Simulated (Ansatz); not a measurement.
Crystal: GaSb3.

```
Sb Ga
1.0
     0.00000    3.73060    3.73060
     3.73060    0.00000    3.73060
     3.73060    3.73060    0.00000
Sb Ga
3 1
Direct
  0.50000 0.50000 0.50000
  0.75000 0.75000 0.75000
  0.25000 0.25000 0.25000
  0.00000 0.00000 0.00000
```

The cell comes from a database or a generator and needn't be the stable form of this composition.

Base run:

```yaml
Program: Ansatz 0.2.0
Functional: LDA
Potentials_or_basis: all-electron LAPW, scalar-relativistic
Cutoff: 159 eV
Density_cutoff: 636 eV
Basis_error_allowed: 0.002 eV/atom
k_mesh: 6 × 6 × 6
Occupations: fermi-dirac, width 0.05 eV
Spin: no spin polarisation
```

Its results: pressure -4.5 GPa.

After a change of settings the same cell gave: pressure -0.5 GPa. Which change was it?
A. functional from LDA to PBEsol; potentials or basis from all-electron LAPW, scalar-relativistic to all-electron PAW datasets made for the crystal
B. functional from LDA to PBEsol; basis error allowed from 0.002 eV/atom to 0.001 eV/atom
C. functional from LDA to PBE
D. functional from LDA to PBEsol; k mesh from 6 × 6 × 6 to 4 × 4 × 4

C.

PBE binds less tightly than LDA, so the same cell stands under more pressure.

Not every run made on this cell is shown here.
